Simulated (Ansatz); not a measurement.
# C4H10BN: basis-set convergence

One table from this session's results is given with a row withheld; the runs are named, their logs left out.

Method: one geometry, several basis sets; program: Ansatz 0.2.0, Gaussian basis.

The runs, in order: PBE0-D4/def2-SVP; ωB97M-V/def2-SVP; PBE0-D4/def2-QZVPP; ωB97M-V/def2-QZVPP; the functionals' def2-TZVPP values are taken from earlier runs.

### Structure used throughout

All runs share one geometry, relaxed beforehand with PBE0-D4 in a triple-zeta def2 set.

SMILES `BN(C=C)CC`, 16 atoms, charge 0, spin multiplicity 1.

Atoms are counted from 1 here; the program's logs count them from 0.

Bond lengths: B1–N2 1.399 Å, B1–H7 1.195 Å, B1–H8 1.195 Å, N2–C3 1.396 Å, N2–C5 1.458 Å, C3–C4 1.330 Å, C3–H9 1.084 Å, C4–H10 1.081 Å, C4–H11 1.082 Å, C5–C6 1.518 Å, C5–H12 1.090 Å, C5–H13 1.094 Å, C6–H14 1.092 Å, C6–H15 1.091 Å, C6–H16 1.092 Å. Angles: N2–B1–H7 118.8°, N2–B1–H8 118.8°, H7–B1–H8 122.4°, B1–N2–C3 120.8°, B1–N2–C5 121.5°, C3–N2–C5 117.7°, N2–C3–C4 127.4°, N2–C3–H9 112.5°, C4–C3–H9 120.1°, C3–C4–H10 119.1°, C3–C4–H11 123.7°, H10–C4–H11 117.2°, N2–C5–C6 112.9°, N2–C5–H12 107.2°, N2–C5–H13 108.7°, C6–C5–H12 109.9°, C6–C5–H13 110.8°, H12–C5–H13 107.1° and more.

The first run:

in.yaml

```yaml
crystal:
  periodic: [false, false, false]
  atoms:
    - {symbol: B, position_ang: [-0.063369, 0.287608, -2.078928]}
    - {symbol: N, position_ang: [0.036698, -0.167416, -0.759986]}
    - {symbol: C, position_ang: [-0.754089, -1.224652, -0.306196]}
    - {symbol: C, position_ang: [-0.751502, -1.774191, 0.905425]}
    - {symbol: C, position_ang: [0.952871, 0.450977, 0.191182]}
    - {symbol: C, position_ang: [0.263647, 1.427561, 1.127432]}
    - {symbol: H, position_ang: [-0.849181, -0.236929, -2.811310]}
    - {symbol: H, position_ang: [0.641174, 1.185884, -2.433760]}
    - {symbol: H, position_ang: [-1.419135, -1.604249, -1.073929]}
    - {symbol: H, position_ang: [-1.413008, -2.605134, 1.107878]}
    - {symbol: H, position_ang: [-0.118488, -1.437151, 1.715446]}
    - {symbol: H, position_ang: [1.717519, 0.969566, -0.387406]}
    - {symbol: H, position_ang: [1.457641, -0.338000, 0.756875]}
    - {symbol: H, position_ang: [0.980080, 1.832169, 1.846014]}
    - {symbol: H, position_ang: [-0.544570, 0.950524, 1.683217]}
    - {symbol: H, position_ang: [-0.159286, 2.260834, 0.562346]}
basis:
  gaussian: {orbitals: def2-SVP}
hamiltonian: {xc: pbe0, dispersion: d4}
output: {orbitals: {seedname: orbitals}}
```

Launch:

```sh
$ ansatz run in.yaml --threads 4 --pin off --events-out ev --progress --plain --max-ram 11315MiB
```

Steps of the session up to this table: PBE0-D4 in def2-SVP; ωB97M-V in def2-SVP; PBE0-D4 in def2-QZVPP; ωB97M-V in def2-QZVPP.

One of the session's tables, all rows but one given; the rest of the session is left out.

It belongs to the step «Density functionals: the series». 

| functional | basis | HOMO (eV) |
| --- | --- | --- |
| PBE0-D4 | def2-SVP | -6.67 |
| PBE0-D4 | def2-TZVPP | -6.71 |
| PBE0-D4 | def2-QZVPP | -6.71 |
| ωB97M-V | def2-SVP | ? |
| ωB97M-V | def2-TZVPP | -8.87 |
| ωB97M-V | def2-QZVPP | -8.88 |

Q: Estimate the row for ωB97M-V, def2-SVP from the others.

**Answer.** HOMO (eV): -8.83. In the column «HOMO (eV)» it lies between ωB97M-V, def2-TZVPP (-8.87) and PBE0-D4, def2-TZVPP (-6.71).
